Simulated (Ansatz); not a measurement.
# CoO (Fm-3m): equation of state

The task here is to estimate one member of a computed series from the others.

Program: Ansatz 0.2.0. Level of theory: DFT PBE, scalar-relativistic, plane waves, PAW. These are calculated values, not measurements.

Spin polarisation is switched off on purpose; where the compound carries moments, volume, stiffness and gap are then not the real material's.

## The system as given

Symmetry: Fm-3m, No. 225, cubic system. Conventional cell: a = 4.102 Å, b = 4.102 Å, c = 4.102 Å, α = 90.00°, β = 90.00°, γ = 90.00°. Around Co (site symmetry m-3m) lie 6 O at 2.05 Å. Around O (site symmetry m-3m) lie 6 Co at 2.05 Å.

Structure file:

```
CELL_PARAMETERS angstrom
0.00000 2.05090 2.05090
2.05090 0.00000 2.05090
2.05090 2.05090 0.00000
ATOMIC_POSITIONS crystal
Co 0.00000 0.00000 0.00000
O 0.50000 0.50000 0.50000
```

This cell comes from an earlier session at PBE: 8.626 Å³/atom at 0.04 GPa, on a 14×14×14 mesh.

Volume factors to run: 0.980, 1.020, 0.960, 1.040.

Set-up of the first run:

Contents of input.yaml:

```yaml
crystal:
  lattice:
    - [0.0, 2.0371302694, 2.0371302694]
    - [2.0371302694, 0.0, 2.0371302694]
    - [2.0371302694, 2.0371302694, 0.0]
  atoms:
    - { symbol: Co, position: [0.0, 0.0, 0.0] }
    - { symbol: O, position: [0.5, 0.5, 0.5] }
basis:
  ecutwfc: 420
  ecutrho_ratio: 4
kpoints:
  mp_grid: { grid: [14, 14, 14] }
hamiltonian:
  xc: pbe
scf:
  occupations: { method: gaussian, width: 0.05 }
output:
  forces: true
  stress: true
  eigenvalues: true
```

Started as:

```
$ ansatz run input.yaml --threads 1 --pin off --max-ram 2560MiB --backend cpu --events-out ev --progress --plain --runs-dir out
```

Steps of the session up to this table: Scaling the volume by 0.980; Volume × 1.020; Scaling the volume by 0.960; At 1.040 of the relaxed volume.

One table of the session follows, with a row left open; its other results are not shown here.

| volume (Å³/atom) | energy (meV/atom) | pressure (GPa) |
| --- | --- | --- |
| 8.281 | 10.54 | 10.15 |
| 8.454 | ? | ? |
| 8.626 | 0.00 | 0.04 |
| 8.799 | 2.34 | -4.22 |
| 8.971 | 9.00 | -8.03 |

Estimate the missing values for volume (Å³/atom) = 8.454.

Worked estimate for «energy (meV/atom)». A straight line through the neighbours (8.281, 10.54) and (8.626, 0.00) gives 10.54 + (0.00 − 10.54) × (8.454 − 8.281) / (8.626 − 8.281) = 5.25; a parabola fitted to 3 rows on both sides gives 2.72.

**Answer.** energy (meV/atom): 2.54; pressure (GPa): 4.81. In «energy (meV/atom)» the line misses by +2.71 and the parabola by +0.18.

volume (Å³/atom), energy (meV/atom) and a bar:
```
     8.28       10.5 ##############################
     8.45        2.5 #######
     8.63        0.0 
     8.80        2.3 #######
     8.97        9.0 ##########################
```
